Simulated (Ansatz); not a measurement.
# FH9N2OSi: the cost of one run

The runs use Ansatz 0.2.0, Gaussian basis; PBE0-D4, def2-SVP first, then def2-TZVP.

190 further runs of the same task are left out: 190 set aside as unsound or not needed.

### 1 The starting structure

The guess: 14 atoms, charge 0, spin multiplicity 1.

Atoms are counted from 1 here; the program's logs count them from 0.

Bond lengths: Si1–N2 1.867 Å, Si1–H3 1.500 Å, Si1–H4 1.454 Å, Si1–N5 1.729 Å, N2–H8 1.095 Å, N2–H10 1.014 Å, N2–H11 1.012 Å, N5–H12 1.006 Å, N5–H13 1.006 Å, H6–O7 1.038 Å, O7–H14 0.959 Å. Angles: N2–Si1–H3 93.2°, N2–Si1–H4 112.3°, N2–Si1–N5 108.6°, H3–Si1–H4 101.8°, H3–Si1–N5 97.0°, H4–Si1–N5 133.5°, Si1–N2–H8 111.4°, Si1–N2–H10 111.2°, Si1–N2–H11 110.9°, H8–N2–H10 107.2°, H8–N2–H11 107.5°, H10–N2–H11 108.4°, Si1–N5–H12 116.1°, Si1–N5–H13 119.7°, H12–N5–H13 109.1°, H6–O7–H14 104.9°.

As a file:

| atom | x (Å) | y (Å) | z (Å) |
| --- | --- | --- | --- |
| Si1 | -0.8613 | -0.0791 | -0.4134 |
| N2 | 0.5751 | -1.2414 | -0.1464 |
| H3 | -1.4165 | -0.8894 | -1.5469 |
| H4 | -1.8934 | -0.2369 | 0.5979 |
| N5 | -0.3164 | 1.2616 | -1.3592 |
| H6 | 0.4486 | 0.2690 | 1.8140 |
| O7 | -0.0454 | 0.9570 | 1.2138 |
| H8 | 0.9496 | -1.1856 | 0.8806 |
| F9 | 1.2785 | -0.8098 | 2.2103 |
| H10 | 1.3492 | -1.0141 | -0.7607 |
| H11 | 0.3011 | -2.2001 | -0.3193 |
| H12 | -0.7206 | 1.3496 | -2.2763 |
| H13 | -0.2491 | 2.1737 | -0.9393 |
| H14 | 0.6006 | 1.6456 | 1.0449 |

Distances that are to change: Si1–O7 2.09 Å, H6–F9 1.42 Å, N2–H8 1.09 Å, Si1–N2 1.87 Å, H6–O7 1.04 Å, H8–F9 1.42 Å.

### 2 Relaxing the guess with the reacting distances held

File hold/in.yaml:

```yaml
crystal:
  periodic: [false, false, false]
  atoms:
    - {symbol: Si, position_ang: [-0.861300, -0.079100, -0.413400]}
    - {symbol: N, position_ang: [0.575100, -1.241400, -0.146400]}
    - {symbol: H, position_ang: [-1.416500, -0.889400, -1.546900]}
    - {symbol: H, position_ang: [-1.893400, -0.236900, 0.597900]}
    - {symbol: N, position_ang: [-0.316400, 1.261600, -1.359200]}
    - {symbol: H, position_ang: [0.448600, 0.269000, 1.814000]}
    - {symbol: O, position_ang: [-0.045400, 0.957000, 1.213800]}
    - {symbol: H, position_ang: [0.949600, -1.185600, 0.880600]}
    - {symbol: F, position_ang: [1.278500, -0.809800, 2.210300]}
    - {symbol: H, position_ang: [1.349200, -1.014100, -0.760700]}
    - {symbol: H, position_ang: [0.301100, -2.200100, -0.319300]}
    - {symbol: H, position_ang: [-0.720600, 1.349600, -2.276300]}
    - {symbol: H, position_ang: [-0.249100, 2.173700, -0.939300]}
    - {symbol: H, position_ang: [0.600600, 1.645600, 1.044900]}
basis:
  gaussian: {orbitals: def2-SVP}
hamiltonian: {xc: pbe0, dispersion: d4}
relax: {f_tol: 0.04, max_steps: 150, escape_saddle: false, constraints: [{distance: [0, 6]}, {distance: [5, 8]}, {distance: [1, 7]}, {distance: [0, 1]}, {distance: [5, 6]}, {distance: [7, 8]}]}
```

Run with:

```sh
ansatz run in.yaml --threads 8 --pin off --events-out ev --progress --plain --max-ram 19148MiB
```

Q: Estimate wall time and peak memory on 8 threads of Intel Xeon at 2.50GHz, shared host.

About 86 s, with a peak of 0.3 GiB.
